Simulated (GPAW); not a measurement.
Write an ASE script for GPAW 26.7.0 that does the following.

```yaml
Task: band structure
Functional: r2SCAN
Potentials_or_basis: GPAW PAW data sets (gpaw-data 1.2.1)
Cutoff: 800 eV
Basis: pw
k_mesh: 5 × 4 × 4
Occupations: fermi-dirac, width 0.05 eV
Spin: no spin polarisation
Ranks: 8
Maxiter: 150
Band_path: XGY,LGZ,NGM,RG
Band_points: 100
```

HPbNO4:

```
H Pb N O
1.0
     3.85404    0.14384    0.09012
    -0.25320    5.52698    0.16471
    -0.48197   -1.92720    5.72025
H Pb N O
1 1 1 4
Cartesian
  -0.0083 2.5983 3.2335
  2.1473 2.6778 1.0046
  2.8237 3.6046 5.7249
  -0.4057 -0.9417 5.0623
  2.7256 -0.0852 0.8025
  -0.5912 2.3982 5.1009
  0.1280 2.5704 2.2622
```

The cell was built by a generator and needn't be a form met in nature.

The input as run:

run.py

```python
from ase import Atoms
from ase.dft.bandgap import bandgap
from ase.io import write
from ase.units import GPa
from ase.parallel import parprint
from gpaw import GPAW, PW

atoms = Atoms(['H', 'Pb', 'N', 'O', 'O', 'O', 'O'],
              cell=[[3.85404, 0.14384, 0.09012],
                    [-0.2532, 5.52698, 0.16471],
                    [-0.48197, -1.9272, 5.72025]],
              scaled_positions=[[0.10913, 0.65718, 0.54463],
                                [0.61029, 0.52127, 0.151],
                                [0.9158, 0.96263, 0.95867],
                                [0.01384, 0.13639, 0.88084],
                                [0.72398, 0.01057, 0.12858],
                                [0.00389, 0.73732, 0.87043],
                                [0.11927, 0.59324, 0.37651]],
              pbc=True)

calc = GPAW(mode=PW(800),
            xc='MGGA_X_R2SCAN+MGGA_C_R2SCAN',
            kpts={'size': (5, 4, 4), 'gamma': True},
            occupations={'name': 'fermi-dirac', 'width': 0.05},
            nbands=39,
            convergence={'density': 1e-05, 'energy': 1e-05},
            maxiter=150,
            txt='gpaw.txt')
atoms.calc = calc
energy = atoms.get_potential_energy()
forces = atoms.get_forces()
stress = atoms.get_stress()
calc.write('gs.gpw')
write('result.traj', atoms)
parprint(f'Energy: {energy:.6f} eV')
parprint('Forces (eV/A):')
parprint(forces.round(4))
parprint('Stress (GPa):', (stress / GPa).round(3))
parprint('Fermi level:', round(calc.get_fermi_level(), 4), 'eV')
parprint(f'Gap: {bandgap(calc)[0]:.4f} eV, direct: {bandgap(calc, direct=True)[0]:.4f} eV')

path = atoms.cell.bandpath('XGY,LGZ,NGM,RG', npoints=100, eps=1e-4)
bs_calc = calc.fixed_density(kpts=path, symmetry='off', nbands=62,
                             convergence={'bands': 'CBM+6.0', 'eigenstates': 1e-6}, txt='bands.txt')
bs = bs_calc.band_structure()
bs.write('bs.json')
parprint(f'Gap on the path: {bandgap(bs_calc)[0]:.4f} eV')
```

Potentials or basis: GPAW PAW data sets (gpaw-data 1.2.1), pw.

The run is started by

```sh
$ OMP_NUM_THREADS=1 mpirun -n 8 gpaw python run.py
```

It gave:

```
Pressure                : -2.6 GPa
Largest force           : 0.662 eV/Å
Band gap on the k mesh  : 3.47 eV, indirect (least direct gap 3.55 eV)
Band gap along the path : 3.45 eV, indirect (least direct gap 3.52 eV)
```

Caveat: the PAW data sets were made with another functional, which shifts forces and pressure a little; spin-orbit coupling is left out, which as a rule narrows the gap of such compounds by several tenths of an eV.

It took 4.7 min on 8 MPI ranks on Intel(R) Xeon(R) Platinum 8259CL CPU @ 2.50GHz (Skylake/Cascade Lake) (shared host), peak memory 0.53 GiB a rank.
